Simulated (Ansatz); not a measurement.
# F3PSi: the cost of one run

Method: DFT PBE, Gaussian basis aug-cc-pV(T+d)Z, and further levels as typed in the inputs, in Ansatz 0.2.0.

## Step 1: The structure to begin with

Bond lengths: Si1–P2 2.375 Å, Si1–F3 1.638 Å, P2–F4 1.726 Å, P2–F5 1.624 Å. Angles: Si1–P2–F4 63.8°, Si1–P2–F5 99.1°, F4–P2–F5 97.6°, P2–Si1–F3 96.2°.

As a file:

```xyz
5

Si    0.2501    0.5965    0.4083
P    -0.0405   -0.7960    2.3096
F     1.4869   -0.2543   -0.2469
F     1.0816    0.5040    2.4819
F    -1.3252   -0.0587    2.9750
```

## Step 2: Harmonic vibrations: F3PSi

It takes the final geometry of an earlier run.

Input file input.yaml:

```yaml
crystal:
  periodic: [false, false, false]
  atoms:
    - { symbol: Si, position_ang: [0.25011044, 0.59648373, 0.4083374] }
    - { symbol: P, position_ang: [-0.04053431, -0.79602421, 2.30961434] }
    - { symbol: F, position_ang: [1.48686847, -0.25427404, -0.24685852] }
    - { symbol: F, position_ang: [1.08158095, 0.50404914, 2.48186397] }
    - { symbol: F, position_ang: [-1.32516755, -0.05871462, 2.97499881] }
basis:
  gaussian: { orbitals: "aug-cc-pV(T+d)Z.json" }
hamiltonian:
  xc: pbe
phonons: {}
```

Run with:

```bash
> ansatz run input.yaml --threads 4 --pin off --max-ram 8192MiB --backend cpu --events-out ev --progress --plain --runs-dir out
```

What time and memory should one allow on 4 threads of Intel Xeon Platinum 8488C (Sapphire Rapids), shared host?

About 52 s, with a peak of 0.39 GiB.
